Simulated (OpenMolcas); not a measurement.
# W³⁺ among point charges: CASSCF and CASPT2 levels and susceptibility, part 2 of 2

How does a field of 6 point charges split the states of W³⁺, and what χT follows?

OpenMolcas 26.06; ANO-RCC-VTZP, DKH2, active space 3 electrons in 5 orbitals (5d), orbitals: per spin and parity. Surroundings: 6 point charges of -1.7 e arranged as a tetragonal octahedron (D4h), 2.28 Å from the ion, with the axial distance 2.576 Å. The steps go on from the part before.

### Step 6. CASPT2: IPEA 0.25, imaginary shift 0.1 (closed shells correlated: 4f 5s 5p)

Contents of a.inp:

```
>>> COPY JOB001 $Project.JobIph
&CASPT2
Multistate=10 1 2 3 4 5 6 7 8 9 10
NoMult
Frozen=14 9
IPEA=0.25
Imaginary=0.1
MaxIter=60
WThr=0.0 0.3 0.05
PrWF=0.5
NoMix
>>> COPY JOB002 $Project.JobIph
&CASPT2
Multistate=40 1 2 3 4 5 6 7 8 9 10 11 12 13 14 15 16 17 18 19 20 21 22
23 24 25 26 27 28 29 30 31 32 33 34 35 36 37 38 39 40
NoMult
Frozen=14 9
IPEA=0.25
Imaginary=0.1
MaxIter=60
WThr=0.0 0.3 0.05
PrWF=0.5
NoMix
```

Started as:

```
$ OMP_NUM_THREADS=1 MOLCAS_MEM=1689 MOLCAS_PROJECT=a pymolcas a.inp > a.log
```

The log of the run:

```text
Orbital specifications:
      -----------------------

      Symmetry species                           1   2
                                                ag  au
      Frozen orbitals                           14   9
      Inactive orbitals                          1  10
      Active orbitals                            5   0
      Secondary orbitals                        31  34
      Deleted orbitals                           0   0
      Number of basis functions                 51  53
Type of calculation                        SS-CASPT2
      Fock operator                              state-specific
      IPEA shift                                 0.25
      Real shift                                 0.00
      Imaginary shift                            0.10
      The input orbitals will be transformed to quasi-canonical
Reference energy:      -16132.5539730043
      E2 (Non-variational):      -1.1074608756
      Shift correction:          -0.0001551241
      E2 (Variational):          -1.1076159997
      Total energy:          -16133.6615890040
      Residual norm:              0.0000000730
      Reference weight:           0.90718
      Contributions to the CASPT2 correlation energy
      Active & Virtual Only:         -0.0138492975
      One Inactive Excited:          -0.1634719992
      Two Inactive Excited:          -0.9301395789
Reference energy:      -16132.5299756230
      E2 (Non-variational):      -1.1085271883
      Shift correction:          -0.0001551818
      E2 (Variational):          -1.1086823701
      Total energy:          -16133.6386579932
      Residual norm:              0.0000002049
      Reference weight:           0.90706
      Contributions to the CASPT2 correlation energy
      Active & Virtual Only:         -0.0140333487
      One Inactive Excited:          -0.1648721276
      Two Inactive Excited:          -0.9296217121
::    CASPT2 Root  1     Total energy: -16133.66158900
::    CASPT2 Root  2     Total energy: -16133.63865799
::    CASPT2 Root  3     Total energy: -16133.63865799
::    CASPT2 Root  4     Total energy: -16133.62507508
::    CASPT2 Root  5     Total energy: -16133.62951586
::    CASPT2 Root  6     Total energy: -16133.60920426
::    CASPT2 Root  7     Total energy: -16133.60920426
::    CASPT2 Root  8     Total energy: -16133.57729575
::    CASPT2 Root  9     Total energy: -16133.57293018
::    CASPT2 Root 10     Total energy: -16133.57293017
Orbital specifications:
      -----------------------

      Symmetry species                           1   2
                                                ag  au
      Frozen orbitals                           14   9
      Inactive orbitals                          1  10
      Active orbitals                            5   0
      Secondary orbitals                        31  34
      Deleted orbitals                           0   0
      Number of basis functions                 51  53
Type of calculation                        SS-CASPT2
      Fock operator                              state-specific
      IPEA shift                                 0.25
      Real shift                                 0.00
      Imaginary shift                            0.10
      The input orbitals will be transformed to quasi-canonical
Reference energy:      -16132.4919918476
      E2 (Non-variational):      -1.1169185620
      Shift correction:          -0.0002095639
      E2 (Variational):          -1.1171281259
      Total energy:          -16133.6091199735
      Residual norm:              0.0000000842
      Reference weight:           0.90282
      Contributions to the CASPT2 correlation energy
      Active & Virtual Only:         -0.0236454347
      One Inactive Excited:          -0.1606029926
      Two Inactive Excited:          -0.9326701347
Reference energy:      -16132.4919918475
      E2 (Non-variational):      -1.1169185555
      Shift correction:          -0.0002095640
      E2 (Variational):          -1.1171281195
      Total energy:          -16133.6091199671
      Residual norm:              0.0000000842
      Reference weight:           0.90282
      Contributions to the CASPT2 correlation energy
      Active & Virtual Only:         -0.0236454296
      One Inactive Excited:          -0.1606029912
      Two Inactive Excited:          -0.9326701347
::    CASPT2 Root  1     Total energy: -16133.60911997
::    CASPT2 Root  2     Total energy: -16133.60911997
::    CASPT2 Root  3     Total energy: -16133.60941924
::    CASPT2 Root  4     Total energy: -16133.60841642
::    CASPT2 Root  5     Total energy: -16133.60816117
::    CASPT2 Root  6     Total energy: -16133.59285777
::    CASPT2 Root  7     Total energy: -16133.59285776
::    CASPT2 Root  8     Total energy: -16133.59361958
::    CASPT2 Root  9     Total energy: -16133.58964959
::    CASPT2 Root 10     Total energy: -16133.58440388
::    CASPT2 Root 11     Total energy: -16133.58440386
::    CASPT2 Root 12     Total energy: -16133.58033967
::    CASPT2 Root 13     Total energy: -16133.58089377
::    CASPT2 Root 14     Total energy: -16133.57817390
::    CASPT2 Root 15     Total energy: -16133.57414450
::    CASPT2 Root 16     Total energy: -16133.57414452
::    CASPT2 Root 17     Total energy: -16133.56827696
::    CASPT2 Root 18     Total energy: -16133.57417017
::    CASPT2 Root 19     Total energy: -16133.55539699
::    CASPT2 Root 20     Total energy: -16133.55539696
::    CASPT2 Root 21     Total energy: -16133.55801570
::    CASPT2 Root 22     Total energy: -16133.54681356
::    CASPT2 Root 23     Total energy: -16133.54681356
::    CASPT2 Root 24     Total energy: -16133.53421923
::    CASPT2 Root 25     Total energy: -16133.53758247
::    CASPT2 Root 26     Total energy: -16133.53088794
::    CASPT2 Root 27     Total energy: -16133.53088796
::    CASPT2 Root 28     Total energy: -16133.52415846
::    CASPT2 Root 29     Total energy: -16133.53274956
::    CASPT2 Root 30     Total energy: -16133.52119968
```

Time for this run: 27 s (1 thread of Arm Neoverse V1, shared host).

SS-CASPT2: lowest energy less the reference's lowest, -1.1076 hartree; reference weights 0.885 to 0.908.

Spin-free states, with their symmetry labels:

| state | degeneracy | E (cm-1) | free-ion L (%) |
| --- | --- | --- | --- |
| 4B1 | 1 | 0 | F (100) |
| 4E | 2 | 5033 | F (97) |
| 4A2 | 1 | 7039 | F (61) |
| 4B2 | 1 | 8014 | F (100) |
| 2A1 | 1 | 11450 | G (70) |
| 4E | 2 | 11497 | F (100) |
| 2E | 2 | 11516 | G (39) |
| 2B1 | 1 | 11670 | G (67) |
| 2A2 | 1 | 11726 | G (46) |
| 2B2 | 1 | 14918 | H (54) |
| 2E | 2 | 15085 | G (54) |
| 2A1 | 1 | 15789 | G (96) |
| 2E | 2 | 16940 | H (55) |
| 2B2 | 1 | 17711 | G (70) |
| 2A2 | 1 | 17832 | H (74) |
| 2B1 | 1 | 18307 | D (52) |
| 4A2 | 1 | 18500 | P (61) |
| 2A2 | 1 | 19186 | P (75) |
| 2E | 2 | 19192 | H (46) |
| 4E | 2 | 19458 | P (97) |
| 2A1 | 1 | 20480 | D (49) |
| 2B2 | 1 | 22732 | D (64) |
| 2E | 2 | 23306 | H (47) |
| 2E | 2 | 25190 | H (69) |

With spin-orbit coupling:

```tsv
E (cm-1)	Degeneracy	Label	2S+1	g
0	2	E3/2	4	0.23 1.77 1.77
540	2	E1/2	4	0.57 0.57 2.83
5170	2	E3/2	4	1.57 2.43 2.43
5590	2	E1/2	4	2.32 2.83 2.83
6910	2	E3/2	4	1.05 1.05 2.30
7730	2	E3/2	4	1.55 3.29 3.29
8320	2	E1/2	4	0.90 3.65 3.65
9640	2	E3/2	4	0.13 1.25 1.25
9820	2	E1/2	4	1.75 1.75 1.85
10820	2	E1/2	4	1.82 1.82 4.41
11650	2	E1/2	2	0.77 2.42 2.42
11880	2	E3/2	2	0.04 0.04 1.15
12570	2	E3/2	2	1.04 1.04 3.48
13940	2	E1/2	2	0.31 0.31 0.76
14330	2	E1/2	4	3.18 3.18 5.71
14820	2	E1/2	2	0.85 0.85 1.12
15530	2	E3/2	2	0.39 1.16 1.16
15920	2	E3/2	4	1.96 1.96 2.30
16690	2	E1/2	4	0.10 1.05 1.05
17930	2	E1/2	2	0.28 0.28 0.84
18250	2	E3/2	2	0.21 2.96 2.96
18610	2	E1/2	2	0.19 0.19 1.49
19230	2	E3/2	2	0.48 0.70 0.70
19760	2	E1/2	2	1.38 2.26 2.26
```

Powder χT (cm³ K/mol): 0.20 at 2 K, 0.20 at 5 K, 0.20 at 10 K, 0.20 at 20 K, 0.21 at 50 K, 0.23 at 100 K, 0.24 at 150 K, 0.26 at 200 K, 0.27 at 250 K, 0.29 at 300 K.

### Step 7. The methods side by side

A. CASSCF
B. SS-CASPT2, IPEA 0.25, imaginary shift 0.1 (closed shells correlated: 4f 5s 5p)

| method | ground state | first state of that spin (cm-1) | first gap with spin-orbit (cm-1) | χT at 300 K |
| --- | --- | --- | --- | --- |
| A | 4B1 | 4E 5267 | 468.3 | 0.34 |
| B | 4B1 | 4E 5033 | 543.0 | 0.29 |

### Step 8. What came out

What follows sums up all 2 parts.

| quantity | value |
| --- | --- |
| method | SS-CASPT2, IPEA 0.25, imaginary shift 0.1 (closed shells correlated: 4f 5s 5p) |
| spin-free ground state | 4B1, 1-fold in its orbital part |
| first state of the same spin within the active space | 4E at 5030 cm⁻¹ |
| lowest level | 2-fold E3/2, g = 0.23, 1.77, 1.77 |
| next level | 543.0 cm⁻¹ |
| χT at 300 K | 0.29 cm³ K/mol |
| effective moment at 300 K | 1.52 μB |

Cost by method:

| method | time of its own steps | time with the reference |
| --- | --- | --- |
| A. CASSCF | 15 s | 15 s |
| B. SS-CASPT2, IPEA 0.25, imaginary shift 0.1, +4f 5s 5p | 27 s | 42 s |

Times are of one thread on a shared host.

In words: The spin-free ground state (4B1) comes to 100 % from free-ion F terms and keeps the highest spin of the shell. χT at 300 K is 0.29, against 1.88 cm³ K/mol for the spin alone, so spin-orbit coupling lowers it. The field of point charges can differ much from that of real complexes. Point charges carry no covalency, so the field is a model and not that of real ligands.
